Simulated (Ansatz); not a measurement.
# GaSiH₃+ (doublet): the correlation ladder, cc-pVDZ

Aim: climb from Hartree-Fock through coupled cluster for GaSiH₃+ (doublet) at one geometry and basis, and see what each rung misses.

The runs use Ansatz 0.2.0, Gaussian basis; cc-pVDZ, core rule «outside noble gas», up to 19 orbitals frozen.

The runs, in order: UHF; CCSD(T) on ROHF; CCSD(T) on UHF; BCCD(T) on ROHF; CISD; CCSDT(Q) on ROHF; CCSDT(Q) on UHF.

17 further runs of the same task are left out: 1 for a known fault of the program, 7 that didn't finish, 9 set aside as unsound or not needed.

## 1. The geometry

The geometry is a PBE0/def2-TZVP stationary point (not a proven minimum) of the parent state, kept for this charge and spin. No spin-orbit coupling is included. The filled d shell of Ga may be among the frozen orbitals whatever the setting's name suggests; the logs give the count.

5 atoms, charge 1, spin multiplicity 2.

Atoms are counted from 1 here; the program's logs count them from 0.

Bond lengths: Si1–Ga2 2.530 Å, Si1–H3 1.527 Å, Ga2–H4 1.582 Å, Ga2–H5 1.583 Å. Angles: Ga2–Si1–H3 91.5°, Si1–Ga2–H4 124.5°, Si1–Ga2–H5 119.7°, H4–Ga2–H5 115.8°.

## 2. UHF

File in.yaml:

```yaml
crystal:
  periodic: [false, false, false]
  atoms:
    - {symbol: Si, position_ang: [0.000000, -0.091539, 1.814482]}
    - {symbol: Ga, position_ang: [0.000000, 0.015718, -0.713702]}
    - {symbol: H, position_ang: [0.000000, 1.431644, 1.919982]}
    - {symbol: H, position_ang: [0.000000, 1.356491, -1.553803]}
    - {symbol: H, position_ang: [0.000000, -1.324715, -1.555955]}
basis:
  gaussian: {orbitals: cc-pVDZ}
total_charge: 1
magnetization: {spin_polarized: true, initial_magnetization: 1}
hamiltonian: {xc: hf}
output: {orbitals: {seedname: orbitals}}
```

Run with:

```console
ansatz run in.yaml --threads 1 --pin off --events-out ev --progress --plain --max-ram 2393MiB
```

The runs that follow: CCSD(T) on ROHF; CCSD(T) on UHF; BCCD(T) on ROHF; CISD; CCSDT(Q) on ROHF; CCSDT(Q) on UHF.

**Question.** What will the summary of the whole plan be? Wanted: UCCSDT(Q) below the RHF energy; RMP2 from UCCSDT(Q); UMP2 from UCCSDT(Q); RCCSD from UCCSDT(Q); RCCSD(T) from UCCSDT(Q); UCCSD(T) from UCCSDT(Q); RCCSDT(Q) from UCCSDT(Q); T1 diagnostic.

The runs gave:

| quantity | value |
| --- | --- |
| UCCSDT(Q) below the RHF energy | -4.5828 eV |
| RMP2 from UCCSDT(Q) | +1221.9 meV |
| UMP2 from UCCSDT(Q) | +1218.7 meV |
| RCCSD from UCCSDT(Q) | +136.1 meV |
| RCCSD(T) from UCCSDT(Q) | +35.0 meV |
| UCCSD(T) from UCCSDT(Q) | +33.8 meV |
| RCCSDT(Q) from UCCSDT(Q) | +1.4 meV |
| levels within 1 kcal/mol (43 meV) | RCCSD(T), UCCSD(T), BCCD(T), RCCSDT, UCCSDT, RCCSDT(Q) |
| T1 diagnostic | 0.035 |

What this shows: RCCSD(T) lands +35.0 meV from the yardstick (0.8 % of the correlation energy). These misses are within one basis, not against nature; the frozen cores of restricted and unrestricted runs differ, which can shift their rows.
